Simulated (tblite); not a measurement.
# C7H8BrNSi: the cost of one run

Computed with tblite 0.8.0 and PySCF 2.14.0, with density-fitted response routines of our own, on a single molecule in the gas phase. Atoms count from 0, in the outputs and in this text.

### 1 The starting structure

18 atoms, charge 0, multiplicity 1; geometry from: force field or distance geometry start.

Bonds of the start (Å): Br0–Si1 2.22, Si1–N2 1.71, N2–C3 1.31, C3–C4 1.48, C4–C5 1.40, C5–C6 1.39, C6–C7 1.40, C7–C8 1.39, C8–C9 1.39, C9–C4 1.40, Si1–H10 1.49, Si1–H11 1.48, C3–H12 1.09, C5–H13 1.09, C6–H14 1.08, C7–H15 1.10, C8–H16 1.09, C9–H17 1.08.

### 2 Relaxing the molecule with GFN2-xTB

The job: settings as JSON, then the geometry in Å.

```
{"job": {"kind": "relax", "xc": "GFN2-xTB", "basis": "xTB"}, "charge": 0, "multiplicity": 1}
Br     3.042200    -1.376700     0.645600
Si     2.517600     0.674100     1.303100
N      2.075900     1.613600    -0.058400
C      0.983700     1.434400    -0.756700
C     -0.108600     0.460600    -0.524300
C     -0.263500    -0.590600    -1.438100
C     -1.304200    -1.491800    -1.264200
C     -2.191500    -1.329300    -0.194300
C     -2.046100    -0.269400     0.690600
C     -1.010200     0.640600     0.526100
H      1.404800     0.632800     2.288100
H      3.705100     1.287700     1.948300
H      0.842400     2.062600    -1.632800
H      0.442500    -0.719000    -2.262500
H     -1.428500    -2.318600    -1.947700
H     -3.015200    -2.040900    -0.052400
H     -2.753100    -0.138600     1.512800
H     -0.902200     1.474800     1.205100
```

The run is started by

```
$ OMP_NUM_THREADS=1 python probes_run.py task.json out
```

The driver reads the jobs from task.json and runs them one after another.

Q: Estimate the wall time and peak memory of this first job on 1 thread of Arm Neoverse N1, shared host.

About 3 s, with a peak of 0.18 GiB.
